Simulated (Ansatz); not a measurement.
**TePb: the crystal squeezed far**

How does TePb (rocksalt type) answer strong compression? The runs shown use PAW. Its runs: cell relaxed at zero pressure (PAW); volume scaled by 1 (PAW); volume scaled by 0.94 (PAW); volume scaled by 0.88 (PAW); volume scaled by 0.8 (PAW); volume scaled by 0.72 (PAW); volume scaled by 0.64 (PAW); volume scaled by 0.55 (PAW and PAW (source ansatz)).

Method: DFT PBE, with the methods named in each step, in Ansatz 0.2.0.

### Step 1. The starting structure

Symmetry: Fm-3m, No. 225, cubic system. Conventional cell: a = 6.171 Å, b = 6.171 Å, c = 6.171 Å, α = 90.00°, β = 90.00°, γ = 90.00°. Around Pb (site symmetry m-3m) lie 6 Te at 3.09 Å. Te (site symmetry m-3m) has 6 Pb at 3.09 Å as nearest neighbours.

As a file:

```cif
data_structure
_symmetry_space_group_name_H-M 'P 1'
_symmetry_Int_Tables_number 1
_cell_length_a 4.3634
_cell_length_b 4.3634
_cell_length_c 4.3634
_cell_angle_alpha 60.000
_cell_angle_beta 60.000
_cell_angle_gamma 60.000
_cell_volume 58.74
loop_
_atom_site_label
_atom_site_type_symbol
_atom_site_fract_x
_atom_site_fract_y
_atom_site_fract_z
_atom_site_occupancy
Pb1 Pb 0.00000 0.00000 0.00000 1
Te1 Te 0.50000 0.50000 0.50000 1
```

Whether this phase is the stable one at these pressures isn't tested.

Atoms are numbered in the order of the input: Pb1, Te2.

### Step 2. Cell relaxed at zero pressure, PAW

Contents of input.yaml:

```yaml
crystal:
  lattice:
    - [0.0, 3.085379018, 3.085379018]
    - [3.085379018, 0.0, 3.085379018]
    - [3.085379018, 3.085379018, 0.0]
  atoms:
    - { symbol: Pb, position: [0.0, 0.0, 0.0] }
    - { symbol: Te, position: [0.5, 0.5, 0.5] }
kpoints:
  mp_grid: { grid: [11, 11, 11] }
scf:
  occupations: { method: fermi_dirac, width: 0.1 }
hamiltonian:
  xc: pbe
  pseudopotentials: { kind: paw }
output:
  forces: true
  stress: true
relax:
  f_tol: 0.005
  max_steps: 40
  cell: {}
```

Run with:

```bash
$ ansatz run input.yaml --threads 1 --pin off --max-ram 2048MiB --backend cpu --events-out ev --progress --plain --runs-dir out
```

After this run come: Volume scaled by 1, PAW; Volume scaled by 0.94, PAW; Volume scaled by 0.88, PAW; Volume scaled by 0.8, PAW; Volume scaled by 0.72, PAW; Volume scaled by 0.64, PAW; Volume scaled by 0.55, PAW; Volume scaled by 0.55, PAW (source ansatz).

Before running it: what results should come out? Wanted: PAW pressure at 0.55 of the volume; fitted bulk modulus at zero pressure.

As calculated:

```
                                  quantity     value
        PAW pressure at 0.55 of the volume  87.6 GPa
fitted bulk modulus at zero pressure (PAW)    40 GPa
                   its pressure derivative      4.31
```

**Reading.** By PAW the pressure climbs to 88 GPa at 0.55 of the first volume. One third-order Birch-Murnaghan curve follows these points (B₀ = 40 GPa, B′ = 4.31, misfit at most 0.09 GPa). A fit over so wide a range leans to the high pressures, so B₀ can be off by several per cent. The gap goes from 0.83 to none: pressure closes it at this level, in a cell held to this structure, which the real crystal may leave first. No all-electron run checks these rows here, and frozen cores can fail under such compression. The ions are at rest, and the electrons smeared by 0.1 eV. Spin-orbit coupling is left out, though the cell holds Pb; in elements this heavy it can shift bands and gaps by tenths of an eV.
